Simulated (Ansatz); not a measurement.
**C2H5GaOSe: up Jacob's ladder to CCSD(T)**

The task here is to estimate one member of a computed series from the others.

The runs use Ansatz 0.2.0, Gaussian basis; functionals in def2-TZVPP, the program's frozen cores in correlated methods.

The runs, in order: PBE-D4, r2SCAN-D4, PBE0-D4, B3LYP-D4, ωB97X-V, ωB97M-V, B2PLYP; CCSD(T)/def2-TZVPP; MP2/def2-QZVPP; extrapolation to the limit.

**The relaxed structure**

An earlier PBE0-D4 in a triple-zeta def2 set relaxation fixed the geometry.

10 atoms, charge 0, spin multiplicity 1.

Atoms are counted from 1 here; the program's logs count them from 0.

Bond lengths: C1–Se2 1.937 Å, C1–H6 1.088 Å, C1–H7 1.087 Å, C1–H8 1.087 Å, Se2–C3 1.879 Å, C3–O4 1.210 Å, C3–H9 1.103 Å, Ga5–H10 1.675 Å. Angles: Se2–C1–H6 106.7°, Se2–C1–H7 109.3°, Se2–C1–H8 109.3°, H6–C1–H7 110.6°, H6–C1–H8 110.6°, H7–C1–H8 110.3°, C1–Se2–C3 96.6°, Se2–C3–O4 124.3°, Se2–C3–H9 113.5°, O4–C3–H9 122.1°.

The first run:

in.yaml reads:

```yaml
crystal:
  periodic: [false, false, false]
  atoms:
    - {symbol: C, position_ang: [-1.393344, -1.363075, -0.096185]}
    - {symbol: Se, position_ang: [-1.119899, -0.396828, 1.560556]}
    - {symbol: C, position_ang: [0.290706, 0.684219, 0.950925]}
    - {symbol: O, position_ang: [0.748009, 0.641383, -0.168277]}
    - {symbol: Ga, position_ang: [2.570945, 2.169546, -0.634316]}
    - {symbol: H, position_ang: [-2.208558, -2.062291, 0.079812]}
    - {symbol: H, position_ang: [-0.481478, -1.895629, -0.355383]}
    - {symbol: H, position_ang: [-1.655573, -0.659434, -0.882582]}
    - {symbol: H, position_ang: [0.677056, 1.377766, 1.716705]}
    - {symbol: H, position_ang: [2.572126, 1.504334, -2.171256]}
basis:
  gaussian: {orbitals: def2-TZVPP}
hamiltonian: {xc: pbe, dispersion: d4}
output: {forces: true, orbitals: {seedname: orbitals}}
```

Started as:

```console
$ ansatz run in.yaml --threads 2 --pin off --events-out ev --progress --plain --max-ram 32768MiB --backend cpu
```

Among the steps run: PBE-D4 (GGA); r2SCAN-D4 (meta-GGA); PBE0-D4 (hybrid); B3LYP-D4 (hybrid); ωB97X-V (range-separated); ωB97M-V (range-separated); B2PLYP (double hybrid); CCSD(T) in def2-TZVPP; MP2 in def2-QZVPP.

One of the session's tables, all rows but one given; the rest of the session is left out.

```
            method  atomisation energy (eV)
            PBE-D4                   35.760
         r2SCAN-D4                   34.866
           PBE0-D4                   34.720
          B3LYP-D4                   34.689
           ωB97X-V                        ?
           ωB97M-V                   34.592
            B2PLYP                   34.243
     HF/def2-TZVPP                   23.765
    MP2/def2-TZVPP                   34.362
   CCSD/def2-TZVPP                   33.055
CCSD(T)/def2-TZVPP                   33.773
           MP2/CBS                   35.274
       CCSD(T)/CBS                   34.686
```

Estimate the missing values for ωB97X-V.

As computed: atomisation energy (eV): 34.655. In the column «atomisation energy (eV)» it lies between ωB97M-V (34.592) and CCSD(T)/CBS (34.686).
